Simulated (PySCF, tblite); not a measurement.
# C₃H₄GeNOSe radical: geometry, infrared bands and EPR parameters

What infrared bands and EPR parameters should C₃H₄GeNOSe radical (`[GeH3][O]c1n[c]c[se]1`) show?

Computed with tblite 0.8.0 and PySCF 2.14.0, with density-fitted response routines of our own, on a single molecule in the gas phase. Atoms count from 0, in the outputs and in this text.

## 1. The starting structure

11 atoms, charge 0, multiplicity 2; geometry from: force field or distance geometry start.

Bonds of the start (Å): Ge0–O1 1.80, O1–C2 1.41, C2–N3 1.30, N3–C4 1.27, C4–C5 1.32, C5–Se6 2.02, Se6–C2 1.99, Ge0–H7 1.55, Ge0–H8 1.55, Ge0–H9 1.56, C5–H10 1.08.

## 2. Optimising the geometry with GFN2-xTB

Job settings and geometry (Å):

```
{"job": {"kind": "relax", "xc": "GFN2-xTB", "basis": "xTB"}, "charge": 0, "multiplicity": 2}
Ge    -2.417800    -0.203900     0.029600
O     -1.013600     0.425800     0.959200
C      0.326100     0.254300     0.561300
N      0.696000    -0.340800    -0.535400
C      1.895700    -0.504800    -0.903200
C      2.961400    -0.067400    -0.262700
Se     2.075100     0.805800     1.325600
H     -2.550900     0.444900    -1.367500
H     -2.275400    -1.733900    -0.148100
H     -3.689100     0.141400     0.867800
H      3.997800    -0.178800    -0.552700
```

Command:

```sh
$ OMP_NUM_THREADS=1 python probes_run.py task.json out
```

One launch serves the whole session: the jobs run in the order shown.

Output:

```text
step      E/eV     max force
  0    -556.04019    3.731
  1    -556.33617    1.960
  2    -556.53651    1.908
  3    -556.64966    1.030
  4    -556.72059    0.804
  5    -556.77312    0.887
  6    -556.88269    1.078
  7    -556.94515    0.844
  8    -556.98105    0.554
  9    -557.00586    0.487
 10    -557.03334    0.515
 11    -557.05493    0.434
 12    -557.06638    0.316
 13    -557.07310    0.197
 14    -557.07726    0.217
 15    -557.08017    0.158
 16    -557.08142    0.092
 17    -557.08236    0.122
 18    -557.08367    0.146
 19    -557.08558    0.139
 20    -557.08788    0.151
 21    -557.09007    0.149
 22    -557.09179    0.123
 23    -557.09344    0.117
 24    -557.09576    0.176
 25    -557.09911    0.229
 26    -557.10291    0.203
 27    -557.10594    0.160
 28    -557.10766    0.098
 29    -557.10839    0.078
 30    -557.10904    0.081
 31    -557.10970    0.083
 32    -557.11016    0.063
 33    -557.11045    0.057
 34    -557.11068    0.036
 35    -557.11088    0.042
 36    -557.11101    0.026
 37    -557.11109    0.023
 38    -557.11114    0.023
 39    -557.11120    0.030
 40    -557.11125    0.022
 41    -557.11128    0.015
 42    -557.11129    0.014
 43    -557.11131    0.015
 44    -557.11133    0.016
 45    -557.11135    0.010
```

Run time: 0.24 s. Hardware: 1 thread of Arm Neoverse V2, shared host.

Step by step: (not every step is listed)

| step | energy from step 0 (eV) | largest force (eV/Å) |
| --- | --- | --- |
| 0 | 0.0000 | 3.7310 |
| 1 | -0.2960 | 1.9596 |
| 2 | -0.4963 | 1.9084 |
| 3 | -0.6095 | 1.0300 |
| 4 | -0.6804 | 0.8044 |
| 5 | -0.7329 | 0.8870 |
| 6 | -0.8425 | 1.0777 |
| 7 | -0.9050 | 0.8441 |
| 8 | -0.9409 | 0.5538 |
| 11 | -1.0147 | 0.4341 |
| 14 | -1.0371 | 0.2170 |
| 17 | -1.0422 | 0.1219 |
| 20 | -1.0477 | 0.1510 |
| 23 | -1.0532 | 0.1172 |
| 26 | -1.0627 | 0.2035 |
| 29 | -1.0682 | 0.0779 |
| 32 | -1.0700 | 0.0633 |
| 35 | -1.0707 | 0.0419 |
| 38 | -1.0709 | 0.0230 |
| 40 | -1.0711 | 0.0223 |
| 41 | -1.0711 | 0.0146 |
| 42 | -1.0711 | 0.0142 |
| 43 | -1.0711 | 0.0152 |
| 44 | -1.0711 | 0.0165 |
| 45 | -1.0712 | 0.0097 |

Close pairs (by a distance rule), those that changed most:

| bond | before (Å) | after (Å) | change (Å) |
| --- | --- | --- | --- |
| O1–C2 | 1.408 | 1.297 | -0.111 |
| C2–Se6 | 1.987 | 1.896 | -0.091 |
| Ge0–H9 | 1.561 | 1.497 | -0.065 |
| N3–C4 | 1.265 | 1.328 | +0.062 |
| Ge0–H8 | 1.547 | 1.490 | -0.057 |
| Ge0–H7 | 1.546 | 1.491 | -0.056 |
| Ge0–O1 | 1.798 | 1.836 | +0.038 |
| C5–Se6 | 2.018 | 1.992 | -0.025 |

The end geometry stands in the next job.

## 3. Harmonic vibrations with GFN2-xTB

Job settings and geometry (Å):

```
{"job": {"kind": "ir", "xc": "GFN2-xTB", "basis": "xTB"}, "charge": 0, "multiplicity": 2}
Ge    -2.218472    -0.233746    -0.016766
O     -0.889858     0.462071     1.042241
C      0.267213     0.226921     0.504891
N      0.391260    -0.408875    -0.620543
C      1.663806    -0.539942    -0.976522
C      2.673797    -0.088069    -0.286399
Se     1.884952     0.787809     1.319623
H     -2.136534     0.492467    -1.315867
H     -1.975310    -1.702466    -0.082156
H     -3.388856     0.156016     0.830979
H      3.733426    -0.109594    -0.425446
```

Output:

```text
mode    cm-1     km/mol
  1      80.8      1.93
  2     116.6     10.59
  3     188.5     10.43
  4     194.9      0.09
  5     264.5      0.05
  6     336.1     10.82
  7     422.9      0.16
  8     456.5     76.75
  9     516.7     78.96
 10     529.9      1.68
 11     549.9     49.90
 12     588.5    125.31
 13     685.3      7.44
 14     686.7     66.31
 15     720.8    215.31
 16     748.0     31.08
 17     785.7     99.26
 18     799.9    137.81
 19     980.5      8.13
 20    1174.7    651.20
 21    1244.5     46.88
 22    1500.6    366.56
 23    1604.1     54.25
 24    1992.7     25.21
 25    2074.8    364.52
 26    2093.0    387.43
 27    3173.4      1.20
```

It took 0.29 s on 1 thread of Arm Neoverse V2, shared host.

Which atoms move in the most intense modes:

| cm⁻¹ | km/mol | atoms |
| --- | --- | --- |
| 588 | 125.3 | H7 33 %, H8 33 % |
| 721 | 215.3 | H9 33 %, H8 28 %, H7 28 % |
| 786 | 99.3 | H7 47 %, H8 44 % |
| 800 | 137.8 | H9 57 %, H8 22 %, H7 20 % |
| 1175 | 651.2 | C2 43 %, N3 28 %, O1 21 % |
| 1501 | 366.6 | C2 67 %, N3 22 %, O1 11 % |
| 2075 | 364.5 | H9 50 %, H7 28 %, H8 20 % |
| 2093 | 387.4 | H8 54 %, H7 44 % |

## 4. g tensor and hyperfine couplings: B3LYP/def2-TZVP-core+pcH-1

Settings changed since step 3:

```diff
@@ -1,2 +1,2 @@
-{"job": {"kind": "ir", "xc": "GFN2-xTB", "basis": "xTB"}, "charge": 0, "multiplicity": 2}
+{"job": {"kind": "epr", "basis": "pcH-1"}, "charge": 0, "multiplicity": 2}
 Ge    -2.218472    -0.233746    -0.016766
```

With the program's defaults for keys left out, this is: UKS B3LYP, def2-TZVP-core on Ge Se, pcH-1 on C H N O, non-relativistic, mean-field spin-orbit, GIAO.

Output:

```text
UKS, coarse grid
  cycle   1  E = -4725.09807323  |g| = 2.03e+00
  cycle   2  E = -4724.84685000  |g| = 1.40e+00
  cycle   3  E = -4725.10176026  |g| = 7.91e-01
  cycle   4  E = -4725.28083103  |g| = 1.66e-01
  cycle   5  E = -4725.28756333  |g| = 6.11e-02
  cycle   6  E = -4725.28868098  |g| = 2.83e-02
  cycle   7  E = -4725.28906576  |g| = 6.66e-03
  cycle   8  E = -4725.28908242  |g| = 2.23e-03
  cycle   9  E = -4725.28909023  |g| = 1.29e-03
  cycle  10  E = -4725.28909470  |g| = 8.16e-04
UKS, final grid
  cycle   1  E = -4725.28911033  |g| = 8.47e-04
  cycle   2  E = -4725.28911003  |g| = 1.38e-03
  cycle   3  E = -4725.28911095  |g| = 1.74e-04
  cycle   4  E = -4725.28911102  |g| = 2.10e-04
  cycle   5  E = -4725.28911107  |g| = 6.89e-05
  cycle   6  E = -4725.28911108  |g| = 4.15e-05
  cycle   7  E = -4725.28911108  |g| = 1.04e-05
E = -4725.28911108 Eh   <S^2> = 0.7596 (exact 0.7500)
g shifts (ppm)      1          2          3
  rmc          -198       -198       -198
  gc             10         37        -48
  oz_so       -2823       8905      22186
  total       -3008       8748      21941
hyperfine (MHz)  atom isotope    a_iso     a_fc   dipolar eigenvalues
    0  73Ge       0.27       0.26     -0.42      0.17      0.25
    1   17O      -0.35      -0.25     -1.32     -0.11      1.43
    2   13C     116.14     116.14     -5.51     -2.03      7.53
    3   14N      67.16      67.14     -3.18     -1.01      4.19
    4   13C     464.57     466.17    -70.43    -52.61    123.04
    5   13C     115.05     115.36    -13.94     -6.44     20.37
    6  77Se     -16.31     -18.49    -92.07    -84.04    176.11
    7    1H       2.02       2.01     -1.26     -1.17      2.42
    8    1H       2.08       2.08     -1.29     -1.19      2.48
    9    1H       1.17       1.17     -0.59     -0.48      1.06
   10    1H      24.39      24.52     -4.82     -3.88      8.70
```

Run time: 7 min. Hardware: 1 thread of Arm Neoverse V2, shared host; peak memory 1.4 GiB.

Principal g values 1.99931, 2.01107, 2.02426; g(iso) = 2.01155, against 2.00232 for a free electron.

Mean a(iso) over the nuclei that a row names, and the largest dipolar term of the row (other rows stand at the frozen geometry):

| nuclei | isotope | a(iso) (MHz) | a(iso) (G, at g = 2.0023) | largest dipolar term (MHz) |
| --- | --- | --- | --- | --- |
| C4 | 13C | 464.6 | 165.8 | 123.0 |
| C2 | 13C | 116.1 | 41.4 | 7.5 |
| C5 | 13C | 115.0 | 41.1 | 20.4 |
| N3 | 14N | 67.2 | 24.0 | 4.2 |
| H10 | 1H | 24.4 | 8.7 | 8.7 |
| Se6 | 77Se | -16.3 | -5.8 | 176.1 |
| H7, H8, H9 | 1H | 1.8 | 0.6 | 2.5 |
| O1 | 17O | -0.3 | -0.1 | 1.4 |
| Ge0 | 73Ge | 0.3 | 0.1 | -0.4 |

Mulliken spin populations:

| atom | value (e) |
| --- | --- |
| Ge0 | 0.01 |
| O1 | 0.00 |
| C2 | 0.04 |
| N3 | 0.02 |
| C4 | 0.88 |
| C5 | -0.13 |
| Se6 | 0.17 |
| H7 | 0.00 |
| H8 | 0.00 |
| H9 | 0.00 |
| H10 | 0.01 |

In first order the couplings over 0.8 MHz of 14N, 1H give 24 distinct lines over 58.5 G, if the averaged nuclei exchange fast.

The fields below are evaluated on a grid from the run's orbitals.

ELF in a plane through or near 9 of the atoms.

Ten even steps from ' ' (0.00) to '@' (1.00):
```
                                                        
                ..::::..                                
              ::++****==..                              
            ..++##%%%%**::      ..                      
            ..**##**++**::    ==++::      --..          
            ..**====++::--  ::%%%%++    ==@@%%==        
            ..++::****::**::++%%%%**....@@@@@@@@::      
              ==++::::==%%==##==++**..++@@@@@@@@**      
        --==--++%%**--++--****##%%==..--@@@@@@@@##      
      ++@@@@@@++--**::..++--==--==::**====@@@@@@++      
      ##@@@@@@::--##++++++==**....--****..++++--..      
      **@@@@@@++##**..##..::%%==....::..::..            
      ..**##==::**====++##%%@@++..------::              
              ..**@@%%##==##%%--  ..::::..              
              ..##@@@@**..--==..                        
              ..**%%%%==                                
                ::++++::                                
                                                        
                                                        
                                                        
```
The map spans 12.7 Å across and 8.5 Å up, centred on the molecule. Atoms in the plane (x, y in Å): Ge0 (2.2, -0.1), O1 (0.9, 1.2), C2 (-0.3, 0.6), N3 (-0.4, -0.7), C4 (-1.7, -1.0), C5 (-2.7, -0.2), Se6 (-1.8, 1.6), H9 (3.4, 0.8), H10 (-3.7, -0.3).

log10 of the density (e/Å³) in the same plane.

Ten even steps from '0' (-4.0) to '9' (2.2):
```
0000000112211000000000000000
0000001223322100000000000000
0000012334433211100000000000
0000012445544323321111100000
0000123456654344433222210000
0000123568865455544333321000
0000124569975567754444432100
0001234567766668765555532100
0002345566666867666666543100
0013456666556765668765532100
0013466786667765579865432100
0013455666767765566654321000
0002344566766665455543221000
0001233456655554444432210000
0000122345554443333332100000
0000011234433322222221000000
0000000223322111111110000000
0000000011111000000000000000
0000000000000000000000000000
0000000000000000000000000000
```
The map spans 12.7 Å across and 8.5 Å up, centred on the molecule. Atoms in the plane (x, y in Å): Ge0 (2.2, -0.1), O1 (0.9, 1.2), C2 (-0.3, 0.6), N3 (-0.4, -0.7), C4 (-1.7, -1.0), C5 (-2.7, -0.2), Se6 (-1.8, 1.6), H9 (3.4, 0.8), H10 (-3.7, -0.3).

On the surface of density 0.002 e/bohr³ the electrostatic potential runs, from the 1st to the 99th percentile, from -0.89 V near N3 to 1.82 V near Ge0.

The spin density lies nearest to C4 66 %; Se6 14 %; C5 8 % (beta excess).

## 5. Results

| quantity | value |
| --- | --- |
| strongest single infrared mode (GFN2-xTB) | 1175 cm⁻¹, 651 km/mol |
| zero-point energy (GFN2-xTB) | 35.0 kcal/mol |
| g(iso) (B3LYP) | 2.01155 |
| ⟨S²⟩ | 0.760 (exact 0.75) |
| largest a(iso) (averaged by class) | 13C on C4, 464.6 MHz |
| surface potential, 1st and 99th percentile | -0.89 V and 1.82 V |

What this shows: Relaxing lowered the energy by 1.071 eV in 45 steps; the close pair that moved most is O1–C2, from 1.408 to 1.297 Å. All 27 modes are real, so the xTB geometry is a minimum. The strongest single mode, at 1175 cm⁻¹, is spread over several atoms, C2, N3, O1 among them. GFN2-xTB is a fitted tight-binding method: band positions and strengths are rough. Its intensities can rank the bands wrongly. C4 carries the largest spin population, 0.88 e. The isotropic g lies 9.2 ppt above the free-electron value. The hyperfine terms hold no scalar relativity, which the heavier nuclei need.
